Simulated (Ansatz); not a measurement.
A nudged elastic band was laid between two geometries of a periodic cell of 17 atoms, HC16 (host C, host structure diamond, interstitial H), cell charge +1.

Computed with DFT PBE, scalar-relativistic, plane waves, PAW (Ansatz). Settings: cutoff 420 eV, k mesh 3x3x3, fermi-dirac smearing 0.05 eV, no spin polarisation.

| Property | Result |
| --- | --- |
| movable images | 5 |
| climbing image | yes |
| spring | 5.0 eV/Å² |
| optimiser | quadratic models (default) |
| start path | straight line |
| force threshold | 0.05 eV/Å |
| iteration limit | 51 |
| end points | relaxed |

Initial state:

```xyz
17
Lattice="0.0000 3.5700 3.5700 3.5700 0.0000 3.5700 3.5700 3.5700 0.0000" Properties=species:S:1:pos:R:3
C -0.003 0.030 0.032
C 0.893 0.912 0.925
C 1.769 1.812 0.048
C 2.689 2.697 0.926
C 1.770 0.028 1.845
C 2.673 0.918 2.720
C 3.564 1.806 1.829
C 4.446 2.694 2.723
C 0.061 1.875 1.741
C 0.925 2.743 2.714
C 1.799 3.597 1.802
C 2.585 4.419 2.786
C 1.788 1.807 3.614
C 2.646 2.697 4.525
C 3.558 3.551 3.651
C 4.458 4.488 4.514
H 3.650 4.932 2.806
```

Final state:

```xyz
17
Lattice="0.0000 3.5700 3.5700 3.5700 0.0000 3.5700 3.5700 3.5700 0.0000" Properties=species:S:1:pos:R:3
C -0.111 0.039 0.092
C 0.872 0.863 0.879
C 1.748 1.763 -0.011
C 2.626 2.647 0.908
C 1.730 -0.027 1.791
C 2.592 0.910 2.690
C 3.521 1.766 1.802
C 4.415 2.654 2.684
C -0.040 1.716 1.753
C 0.932 2.586 2.618
C 1.750 3.548 1.785
C 2.642 4.430 2.681
C 1.719 1.763 3.602
C 2.631 2.653 4.461
C 3.524 3.542 3.575
C 4.400 4.433 4.478
H 3.441 6.679 2.591
```

**Question.** Which bonds break or form, and what moves?

**Answer.** Contacts lost: C9–H17, C12–H17. Contacts made: C1–H17, C10–H17. The atom that moves furthest is H17, by 1.77 Å.

**Question.** What energy profile does the band end with?

**Answer.** The forces met the threshold. The highest image is number 4 of 0 to 6, 0.043 eV above the ends, which have the same energy within 2 meV. The profile has 2 maxima (images 2, 4) with wells between them (image 3): this band takes more than one step, which may be the mechanism or a detour left from its start path. By the program's own check the climbing image is of a kind that is not told: the force calls were inconclusive, a negative curvature could not be distinguished from the path's own, the only one lies far off the path, or fixed occupations may fill a level only in part (lowest curvatures found: -2.49 and 0.08 eV/Å²). Limits of this set-up: charged cell in a uniform background, uncorrected.

```csv
image,path coordinate (Å),energy (eV),C9–H17 (Å),C12–H17 (Å),C1–H17 (Å)
0,0.00,0.000,1.18,1.18,2.38
1,0.42,0.019,1.16,1.17,2.08
2,0.84,0.019,1.16,1.47,1.80
3,1.26,0.003,1.19,1.69,1.56
4,1.68,0.043,1.34,2.00,1.36
5,1.91,0.010,1.52,2.18,1.21
6,2.13,0.000,1.63,2.39,1.18
```

**Question.** What is the geometry of the highest image?

**Answer.** 
```xyz
17
Lattice="0.0000 3.5700 3.5700 3.5700 0.0000 3.5700 3.5700 3.5700 0.0000" Properties=species:S:1:pos:R:3:forces:R:3
C -0.047 0.029 0.074 0.00 0.01 0.01
C 0.898 0.875 0.911 0.00 0.01 0.01
C 1.766 1.770 0.015 0.00 0.00 0.00
C 2.651 2.657 0.928 -0.01 0.00 0.00
C 1.759 -0.024 1.809 0.00 0.00 0.00
C 2.644 0.889 2.701 0.00 0.00 0.00
C 3.545 1.767 1.811 0.00 0.00 0.01
C 4.436 2.656 2.698 0.00 0.00 0.00
C -0.052 1.709 1.754 -0.02 -0.01 -0.01
C 0.952 2.659 2.702 0.03 0.02 0.02
C 1.759 3.556 1.797 0.01 0.00 -0.01
C 2.649 4.426 2.697 0.00 0.00 0.00
C 1.750 1.751 3.602 0.01 -0.01 0.00
C 2.642 2.653 4.463 0.00 0.00 0.00
C 3.545 3.542 3.587 0.00 -0.01 0.00
C 4.420 4.438 4.486 0.00 0.00 0.00
H 3.369 6.289 2.618 -0.03 -0.01 -0.02
```

Run time: 11 min on 1 thread of Arm Neoverse V1, on a shared host, peak memory 0.48 GiB.
